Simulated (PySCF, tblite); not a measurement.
# C₄H₄FNO₂: geometry, infrared bands and NMR shifts

Wanted: the infrared bands and NMR shifts of C₄H₄FNO₂ (`C=N/C(F)=C\OC=O`), by calculation.

Programs: tblite 0.8.0 and PySCF 2.14.0, with density-fitted response routines of our own. Each step states its level of theory. These are calculated values for one molecule in the gas phase, unless marked as measured. Atoms are numbered from 0 throughout.

**1. The starting structure**

12 atoms, charge 0, multiplicity 1; geometry from: force field or distance geometry start.

Bonds of the start (Å): C0–N1 1.28, N1–C2 1.39, C2–F3 1.34, C2–C4 1.33, C4–O5 1.40, O5–C6 1.37, C6–O7 1.23, C0–H8 1.10, C0–H9 1.11, C4–H10 1.07, C6–H11 1.09.

**2. Optimising the geometry with GFN2-xTB**

The job: settings as JSON, then the geometry in Å.

```
{"job": {"kind": "relax", "xc": "GFN2-xTB", "basis": "xTB"}, "charge": 0, "multiplicity": 1}
C     -2.671600     0.028000    -0.579900
N     -1.412100     0.226000    -0.649300
C     -0.679800    -0.206100     0.448400
F     -1.334600    -0.761200     1.482400
C      0.638900    -0.087500     0.537300
O      1.411700     0.487500    -0.481000
C      2.763300     0.311700    -0.358200
O      3.371200    -0.280300     0.531700
H     -3.306200     0.348800    -1.422300
H     -3.213000    -0.440800     0.273300
H      1.183000    -0.425400     1.397800
H      3.250500     0.798700    -1.206300
```

The run is started by

```sh
OMP_NUM_THREADS=1 python probes_run.py task.json out
```

One launch serves the whole session: the jobs run in the order shown.

**Question.** This job is followed by: GFN2-xTB harmonic vibrations, gas phase; GIAO PBE0/pcSseg-1 NMR shielding, non-relativistic, gas phase. Predict these results of the whole session: strongest single infrared mode (GFN2-xTB); zero-point energy (GFN2-xTB); 13C shifts against TMS (PBE0/pcSseg-1); 1H shifts against TMS (PBE0/pcSseg-1); 15N shifts against NH3 (PBE0/pcSseg-1); 19F shifts against CFCl3 (PBE0/pcSseg-1); 17O shifts against H2O (PBE0/pcSseg-1).

As calculated:

| quantity | value |
| --- | --- |
| strongest single infrared mode (GFN2-xTB) | 1781 cm⁻¹, 710 km/mol |
| zero-point energy (GFN2-xTB) | 47.9 kcal/mol |
| 13C shifts against TMS (PBE0/pcSseg-1) | 161.0, 159.5, 151.6, 128.4 ppm |
| 1H shifts against TMS (PBE0/pcSseg-1) | 8.16, 8.00, 7.66, 7.29 ppm |
| 15N shifts against NH3 (PBE0/pcSseg-1) | 359.0 ppm |
| 19F shifts against CFCl3 (PBE0/pcSseg-1) | -150.5 ppm |
| 17O shifts against H2O (PBE0/pcSseg-1) | 445.3, 241.0 ppm |

**Reading.** The optimisation took 65 steps and gained 0.223 eV; among the close pairs (by a distance rule), C4–O5 changed most, from 1.402 to 1.363 Å. No mode is imaginary among the 30: a minimum at this level. The strongest single mode, at 1781 cm⁻¹, moves mainly C6 and O7. Unscaled tight-binding wavenumbers are off by several per cent, some by more. Its intensities can rank the bands wrongly. At PBE0/pcSseg-1: The widest tensor belongs to O7: span 715 ppm, with a paramagnetic part of -509 ppm.
